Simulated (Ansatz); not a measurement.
# KEuCu3: the cost of one run

Method: DFT PBE, scalar-relativistic, plane waves, PAW, in Ansatz 0.2.0.

1 further run of the same task is left out (it didn't finish).

### 1 The structure to begin with

It takes space group Pm-3m (No. 221, cubic). The conventional cell has a = 4.698 Å, b = 4.698 Å, c = 4.698 Å, α = 90.00°, β = 90.00°, γ = 90.00°. Around K (site symmetry m-3m) lie 12 Cu at 3.32 Å. Eu (site symmetry m-3m) has 6 Cu at 2.35 Å as nearest neighbours. Cu (site symmetry 4/mmm) has 2 Eu at 2.35 Å as nearest neighbours.

Coordinates:

```
K Eu Cu
1.0
     4.69769    0.00000    0.00000
     0.00000    4.69769    0.00000
     0.00000    0.00000    4.69769
K Eu Cu
1 1 3
Cartesian
  0.0000 0.0000 0.0000
  2.3488 2.3488 2.3488
  2.3488 2.3488 0.0000
  2.3488 0.0000 2.3488
  0.0000 2.3488 2.3488
```

A structure generator made this guess: species swapped into a database cell of CsYbCl3 (Pm-3m, No. 221), with K on the Cs sites, Eu on the Yb sites and Cu on the Cl sites. Lengths come from tabulated atomic sizes and are only a guess.

### 2 The guess as it stands, on a coarse mesh

input.yaml reads:

```yaml
crystal:
  lattice:
    - [4.69768992, 0.0, 0.0]
    - [0.0, 4.69768992, 0.0]
    - [0.0, 0.0, 4.69768992]
  atoms:
    - { symbol: K, position: [0.0, 0.0, 0.0] }
    - { symbol: Eu, position: [0.5, 0.5, 0.5], spin: 7.0 }
    - { symbol: Cu, position: [0.5, 0.5, 0.0] }
    - { symbol: Cu, position: [0.5, 0.0, 0.5] }
    - { symbol: Cu, position: [0.0, 0.5, 0.5] }
basis:
  ecutwfc: 420
kpoints:
  mp_grid: { grid: [4, 4, 4] }
hamiltonian:
  xc: pbe
scf:
  occupations: { method: gaussian, width: 0.1 }
  lower_state_search: "off"
output:
  forces: true
  stress: true
  eigenvalues: true
  populations: true
magnetization:
  spin_polarized: true
```

The run is started by

```sh
> ansatz run input.yaml --threads 1 --pin off --max-ram 2048MiB --backend cpu --events-out ev --progress --plain --runs-dir out
```

What time and memory should one allow on 1 thread of Arm Neoverse V2, shared host?

About 13 s, with a peak of 0.42 GiB.
